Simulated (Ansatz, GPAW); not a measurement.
## A script for NaF (PBE in single-zeta orbitals)

These are simulated results from GPAW 26.7.0, not measurements. The cell began as a measured structure and was relaxed with r2SCAN in plane waves (Ansatz 0.2.0). All runs are without spin polarisation.

It is cubic, Fm-3m (No. 225); a = 4.594 Å in the conventional setting, 12.12 Å³ an atom. Na is surrounded by 6 F at 2.30 Å; F is surrounded by 6 Na at 2.30 Å.

The basis is minimal: single zeta, one radial function for each shell that the log's basis lists. It describes the filled bands fairly and the empty ones poorly.

The script, run.py:

```python
import json
from ase import Atoms
from gpaw import GPAW, PW, FermiDirac

atoms = Atoms(['Na', 'F'],
              cell=[[-0.0, 2.297242, 2.297242], [2.297242, -0.0, 2.297242], [2.297242, 2.297242, -0.0]],
              scaled_positions=[[0.0, -0.0, -0.0], [0.5, 0.5, 0.5]],
              pbc=True)
calc = GPAW(mode='lcao', basis='sz(dzp)', h=0.2, xc='PBE', kpts={'size': (6, 6, 6), 'gamma': True},
            occupations=FermiDirac(0.02), maxiter=100, legacy_gpaw=True, txt='gpaw.txt')
atoms.calc = calc
res = {'energy': atoms.get_potential_energy(force_consistent=True)}
res['electrons'] = calc.get_number_of_electrons()
res['k'] = calc.get_ibz_k_points().tolist()
res['levels'] = [calc.get_eigenvalues(kpt=i).tolist() for i in range(len(res['k']))]
points = [[0.0, 0.0, 0.0], [0.5, 0.0, 0.5], [0.625, 0.25, 0.625], [0.375, 0.375, 0.75], [0.5, 0.5, 0.5], [0.5, 0.25, 0.75]]
bands = calc.fixed_density(kpts=points, symmetry='off', txt='bands.txt')
res['points'] = [bands.get_eigenvalues(kpt=i).tolist() for i in range(len(points))]
json.dump(res, open('results.json', 'w'))
print('free energy (eV):', round(res['energy'], 5))
```

Command: `python run.py`. It took 23 s on 1 thread of Arm Neoverse V1, with other jobs on the host, peak memory 0.14 GiB.

The log gpaw.txt, trimmed of paths, versions and times, then the last line on the terminal. An iter line gives the energy in eV and the logarithms of the changes of orbitals (plane waves alone) and density (c: converged):

```
___ ___ ___ _ _ _
 |   |   |_  | | | |

 | | | | | . | | | |

 |__ |  _|___|_____|  26.7.0
 |___|_|

Input parameters:
  basis: sz(dzp)
  h: 0.2
  kpts: {gamma: True,
         size: (6, 6, 6)}
  maxiter: 100
  mode: lcao
  occupations: {fixmagmom: False,
                name: fermi-dirac,
                width: 0.02}
  xc: PBE

System changes: positions, numbers, cell, pbc, initial_charges, initial_magmoms

Initialize ...

species:
  Na:
    name:    Sodium
    Z:       11.0
    valence: 7
    core:    4
    charge:  0.0  # [|e|]
    compensation charges:
      type: gauss
      rc: 0.37  # [Å]
      lmax: 2
    cutoffs:
      filter: 2.17  # [Å]
      core: 2.59  # [Å]
    projectors
    | kind |    occ | energy [eV] | rcut [Å] |

    |------|--------|-------------|----------|

    |   3s |  1.000 |      -2.744 |    1.201 |

    |   2p |  6.000 |     -28.672 |    1.217 |

    |   3p |  0.000 |      -0.743 |    1.217 |

    |    s |        |      24.468 |    1.201 |

    |    d |        |       0.000 |    1.238 |

    LCAO basis set for Na:
      Name: sz(dzp)
      Number of radial functions: 3
      Number of spherical harmonics: 7
        l=0, rc=11.4062 Bohr: 3s-sz confined orbital
        l=1, rc=3.6719 Bohr: 2p-sz confined orbital
        l=1, rc=15.9375 Bohr: 3p-sz confined orbital
      Number of RI-basis functions 0

  F:
    name:    Fluorine
    Z:       9.0
    valence: 7
    core:    2
    charge:  0.0  # [|e|]
    compensation charges:
      type: gauss
      rc: 0.20  # [Å]
      lmax: 2
    cutoffs:
      filter: 1.14  # [Å]
      core: 0.74  # [Å]
    projectors
    | kind |    occ | energy [eV] | rcut [Å] |

    |------|--------|-------------|----------|

    |   2s |  2.000 |     -29.898 |    0.635 |

    |   2p |  5.000 |     -11.110 |    0.635 |

    |    s |        |      -2.687 |    0.635 |

    |    p |        |      16.102 |    0.635 |

    |    d |        |       0.000 |    0.635 |

    LCAO basis set for F:
      Name: sz(dzp)
      Number of radial functions: 2
      Number of spherical harmonics: 4
        l=0, rc=3.8594 Bohr: 2s-sz confined orbital
        l=1, rc=4.8750 Bohr: 2p-sz confined orbital
      Number of RI-basis functions 0

Reference energy: -7132.691283  # eV

Spin-paired calculation

Convergence criteria:
 Maximum [total energy] change in last 3 cyles: 0.0005 eV / valence electron
 Maximum integral of absolute [dens]ity change: 0.0001 electrons / valence electron
 Maximum integral of absolute [eigenst]ate change: 4e-08 eV^2 / valence electron
 Maximum number of scf [iter]ations: 100
 (Square brackets indicate name in SCF output, whereas a 'c' in
 the SCF output indicates the quantity has converged.)

Symmetries present (total): 48

  ( 1  0  0)  ( 1  0  0)  ( 1  0  0)  ( 1  0  0)  ( 1  0 -1)  ( 1  0 -1)
  ( 1  0 -1)  ( 1 -1  0)  ( 0  1  0)  ( 0  0  1)  ( 1  0  0)  ( 1 -1  0)
  ( 1 -1  0)  ( 1  0 -1)  ( 0  0  1)  ( 0  1  0)  ( 1 -1  0)  ( 1  0  0)

  ( 1  0 -1)  ( 1  0 -1)  ( 1 -1  0)  ( 1 -1  0)  ( 1 -1  0)  ( 1 -1  0)
  ( 0  1 -1)  ( 0  0 -1)  ( 1  0  0)  ( 1  0 -1)  ( 0 -1  1)  ( 0 -1  0)
  ( 0  0 -1)  ( 0  1 -1)  ( 1  0 -1)  ( 1  0  0)  ( 0 -1  0)  ( 0 -1  1)

  ( 0  1  0)  ( 0  1  0)  ( 0  1  0)  ( 0  1  0)  ( 0  1 -1)  ( 0  1 -1)
  ( 1  0  0)  ( 0  1 -1)  ( 0  0  1)  (-1  1  0)  ( 1  0 -1)  ( 0  1  0)
  ( 0  0  1)  (-1  1  0)  ( 1  0  0)  ( 0  1 -1)  ( 0  0 -1)  (-1  1  0)

  ( 0  1 -1)  ( 0  1 -1)  ( 0  0  1)  ( 0  0  1)  ( 0  0  1)  ( 0  0  1)
  ( 0  0 -1)  (-1  1  0)  ( 1  0  0)  ( 0  1  0)  ( 0 -1  1)  (-1  0  1)
  ( 1  0 -1)  ( 0  1  0)  ( 0  1  0)  ( 1  0  0)  (-1  0  1)  ( 0 -1  1)

  ( 0  0 -1)  ( 0  0 -1)  ( 0  0 -1)  ( 0  0 -1)  ( 0 -1  1)  ( 0 -1  1)
  ( 1  0 -1)  ( 0  1 -1)  ( 0 -1  0)  (-1  0  0)  ( 1 -1  0)  ( 0  0  1)
  ( 0  1 -1)  ( 1  0 -1)  (-1  0  0)  ( 0 -1  0)  ( 0 -1  0)  (-1  0  1)

  ( 0 -1  1)  ( 0 -1  1)  ( 0 -1  0)  ( 0 -1  0)  ( 0 -1  0)  ( 0 -1  0)
  ( 0 -1  0)  (-1  0  1)  ( 1 -1  0)  ( 0  0 -1)  ( 0 -1  1)  (-1  0  0)
  ( 1 -1  0)  ( 0  0  1)  ( 0 -1  1)  (-1  0  0)  ( 1 -1  0)  ( 0  0 -1)

  (-1  1  0)  (-1  1  0)  (-1  1  0)  (-1  1  0)  (-1  0  1)  (-1  0  1)
  ( 0  1  0)  ( 0  1 -1)  (-1  0  1)  (-1  0  0)  ( 0  0  1)  ( 0 -1  1)
  ( 0  1 -1)  ( 0  1  0)  (-1  0  0)  (-1  0  1)  ( 0 -1  1)  ( 0  0  1)

  (-1  0  1)  (-1  0  1)  (-1  0  0)  (-1  0  0)  (-1  0  0)  (-1  0  0)
  (-1  1  0)  (-1  0  0)  ( 0  0 -1)  ( 0 -1  0)  (-1  1  0)  (-1  0  1)
  (-1  0  0)  (-1  1  0)  ( 0 -1  0)  ( 0  0 -1)  (-1  0  1)  (-1  1  0)

216 k-points: 6 x 6 x 6 Monkhorst-Pack grid + [1/12,1/12,1/12]
16 k-points in the irreducible part of the Brillouin zone
       k-points in crystal coordinates                weights
   0:     0.00000000    0.00000000    0.00000000          1/216
   1:     0.16666667    0.16666667    0.00000000          6/216
   2:     0.16666667    0.16666667    0.16666667          8/216
   3:     0.33333333    0.16666667    0.16666667         12/216
   4:     0.33333333    0.33333333   -0.33333333         12/216
   5:     0.33333333    0.33333333    0.00000000          6/216
   6:     0.33333333    0.33333333    0.16666667         24/216
   7:     0.33333333    0.33333333    0.33333333          8/216
   8:     0.50000000    0.33333333   -0.33333333         24/216
   9:     0.50000000    0.33333333   -0.16666667         12/216
          ...
  15:     0.50000000    0.50000000    0.50000000          4/216

Wave functions: LCAO
  Diagonalizer: Serial LAPACK
  Atomic Correction: dense with blas
  Data-type: complex

Occupation numbers: Fermi-Dirac:
  width: 0.0200  # eV

Eigensolver
   LCAO using direct dense diagonalizer

Densities:
  Coarse grid: 12*12*12 grid
  Fine grid: 24*24*24 grid
  Total Charge: 0.000000

Density mixing:
  Method: separate
  Backend: msr1
  Linear mixing parameter: 0.05
  old densities: 10
  Width of damping distribution: 1.1
  Damping of long wavelength oscillations: 20

Hamiltonian:
  XC and Coulomb potentials evaluated on a 24*24*24 grid
  Using the PBE Exchange-Correlation functional
  Interpolation: tri-quintic (5. degree polynomial)
  Poisson solver: FastPoissonSolver using
    Stencil: 12*3+1=37 point O(h^6) finite-difference Laplacian
    FFT axes: [np.int64(0), np.int64(1), np.int64(2)]
    FST axes: []

XC parameters: PBE with 2 nearest neighbor stencil

Memory estimate:
  Process memory now: 109.54 MiB
  Calculator: 8.79 MiB
    Density: 3.47 MiB
      Arrays: 0.34 MiB
      Localized functions: 2.87 MiB
      Mixer: 0.26 MiB
    Hamiltonian: 0.44 MiB
      Arrays: 0.22 MiB
      XC: 0.00 MiB
      Poisson: 0.00 MiB
      vbar: 0.21 MiB
    Wavefunctions: 4.88 MiB
      C [qnM]: 0.03 MiB
      S, T [2 x qmm]: 0.06 MiB
      P [aqMi]: 0.00 MiB
      BasisFunctions: 4.79 MiB
      Eigensolver: 0.00 MiB

Total number of cores used: 1

Number of atoms: 2
Number of atomic orbitals: 11
Number of bands in calculation: 11
Number of valence electrons: 14
Bands to converge: occupied
Positions:
   0 Na     0.000000    0.000000    0.000000    ( 0.0000,  0.0000,  0.0000)
   1 F      2.297242    2.297242    2.297242    ( 0.0000,  0.0000,  0.0000)

Unit cell:
           periodic     x           y           z      points  spacing
  1. axis:    yes   -0.000000    2.297242    2.297242    12     0.2211
  2. axis:    yes    2.297242   -0.000000    2.297242    12     0.2211
  3. axis:    yes    2.297242    2.297242   -0.000000    12     0.2211

  Lengths:   3.248791   3.248791   3.248791
  Angles:   60.000000  60.000000  60.000000

Effective grid spacing dv^(1/3) = 0.2412

iter:   1    -7.142864        c
iter:   2    -7.056707        c -1.33
iter:   3    -6.753194        c -1.37
iter:   4    -6.753975        c -1.94
iter:   5    -6.755415c       c -2.18
iter:   6    -6.755423c       c -3.35
iter:   7    -6.755422c       c -4.37c

Converged after 7 iterations.

Energy contributions relative to reference atoms: (reference = -7132.691283)

Kinetic:        +24.572287
Potential:      -21.879076
External:        +0.000000
XC:             -10.669168
Entropy (-ST):   -0.000000
Local:           +1.220534
SIC:             +0.000000
--------------------------
Free energy:     -6.755422
Extrapolated:    -6.755422

Showing only first 2 kpts
 Kpt  Band  Eigenvalues  Occupancy
  0     5     -0.87664    2.00000
  0     6     -0.87324    2.00000
  0     7      5.13514    0.00000
  0     8     26.55523    0.00000

  1     5     -1.01330    2.00000
  1     6     -1.01123    2.00000
  1     7      6.31792    0.00000
  1     8     21.11150    0.00000

Fermi level: 0.71879

Gap: 6.008 eV
Transition (v -> c):
  (s=0, k=0, n=6, [0.00, 0.00, 0.00]) -> (s=0, k=0, n=7, [0.00, 0.00, 0.00])
No difference between direct/indirect transitions

free energy (eV): -6.75542
```

The gap in the log is over the mesh alone; results.json adds the listed points. PBE in single-zeta orbitals gives a gap of 6.01 eV. On the same cell, plane-wave PBE (Ansatz, 10×10×10 k points and the special points) gives a gap of 6.46 eV and r2SCAN a gap of 7.28 eV; on shared hosts these took about 1.3 and 2.6 core-seconds on the 2-atom cell, against 23 for the script. Semilocal gaps usually lie below measured ones.
